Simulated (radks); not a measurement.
# Cr³⁺ in [Ne] 3s1.75 3p6 3d3 4s0.25: an all-electron calculation

Aim: the levels, the sizes of the orbitals and the parts of the energy of the chromium ion Cr3+.

Method: Dirac Kohn-Sham, PBE, spin-unpolarised, spherical densities, finite nucleus; open shells fill j = l - 1/2 first. Code: radks (a radial shooting solver on a logarithmic mesh, Libxc functionals) version 1.

### 1 The system

| Property | Result |
| --- | --- |
| element | chromium (Z = 24) |
| charge | +3 |
| electrons | 21 |
| configuration | [Ne] 3s1.75 3p6 3d3 4s0.25 |
| nuclear rms radius | 3.6452 fm |

### 2 Self-consistent calculation

Input:

```text
Z 24
configuration [Ne] 3s1.75 3p6 3d3 4s0.25
relativity Dirac
functional pbe,pbe
spin unpolarised
j_filling energy
nucleus finite rms 3.6452 fm
c 137.035999084
```

Run with:

```
python run_ks.py task.json out
```

This one command runs every case of the session in turn.

What does the calculation give?

The runs gave:

| quantity | value |
| --- | --- |
| total energy | -1047.79872 hartree |
| exchange-correlation share of it | 4.53 % |
| −T/E | 1.0118 |
| highest occupied level | 4s1/2, -29.748 eV |
| most extended occupied level | 4s1/2, <r> = 2.41 bohr |
| radius at density 0.001 e/bohr³ | 3.06 bohr |
| maxima of the radial density | 3 |

**Reading.** 4 principal shells are occupied and 3 maxima appear in the radial density; where shells overlap, one shows as a shoulder or not at all. −T/E is 1.012: with relativity the kinetic term as defined here no longer equals −E. This is not the tabulated ground configuration, so its levels and sizes aren't those of the ground state, and no measured value stands beside it.
